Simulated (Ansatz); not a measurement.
# Be3GeTe: the cost of one run

Program: Ansatz 0.2.0. Level of theory: DFT PBE, scalar-relativistic, plane waves, PAW. These are calculated values, not measurements.

**1. The system as given**

It takes space group Pm-3m (No. 221, cubic). The conventional cell has a = 5.320 Å, b = 5.320 Å, c = 5.320 Å, α = 90.00°, β = 90.00°, γ = 90.00°. Ge (site symmetry m-3m) has 12 Be at 3.76 Å as nearest neighbours. Around Te (site symmetry m-3m) lie 6 Be at 2.66 Å. Around Be (site symmetry 4/mmm) lie 2 Te at 2.66 Å.

As a file:

```cif
data_structure
_symmetry_space_group_name_H-M 'Pm-3m'
_symmetry_Int_Tables_number 221
_cell_length_a 5.3200
_cell_length_b 5.3200
_cell_length_c 5.3200
_cell_angle_alpha 90.000
_cell_angle_beta 90.000
_cell_angle_gamma 90.000
_cell_volume 150.57
loop_
_atom_site_label
_atom_site_type_symbol
_atom_site_symmetry_multiplicity
_atom_site_Wyckoff_symbol
_atom_site_fract_x
_atom_site_fract_y
_atom_site_fract_z
_atom_site_occupancy
Ge1 Ge 1 a 0.00000 0.00000 0.00000 1
Te1 Te 1 b 0.50000 0.50000 0.50000 1
Be1 Be 3 c 0.50000 0.50000 0.00000 1
```

The cell was made up by rule, so the compound may not exist in this form.

This is a trial structure, the antiperovskite prototype, and another one may lie lower.

**2. Seeking zero pressure, try 1**

Contents of input.yaml:

```yaml
crystal:
  lattice:
    - [5.32, 0.0, 0.0]
    - [0.0, 5.32, 0.0]
    - [0.0, 0.0, 5.32]
  atoms:
    - { symbol: Ge, position: [0.0, 0.0, 0.0] }
    - { symbol: Te, position: [0.5, 0.5, 0.5] }
    - { symbol: Be, position: [0.5, 0.5, 0.0] }
    - { symbol: Be, position: [0.5, 0.0, 0.5] }
    - { symbol: Be, position: [0.0, 0.5, 0.5] }
basis:
  ecutwfc: 420
kpoints:
  mp_grid: { grid: [4, 4, 4] }
hamiltonian:
  xc: pbe
scf:
  occupations: { method: gaussian, width: 0.05 }
output:
  forces: true
  stress: true
  eigenvalues: true
```

Command:

```bash
$ ansatz run input.yaml --threads 1 --pin off --max-ram 1280MiB --backend cpu --events-out ev --progress --plain --runs-dir out
```

Q: Estimate wall time and peak memory on 1 thread of Arm Neoverse N1, shared host.

About 5.9 s, with a peak of 0.43 GiB.
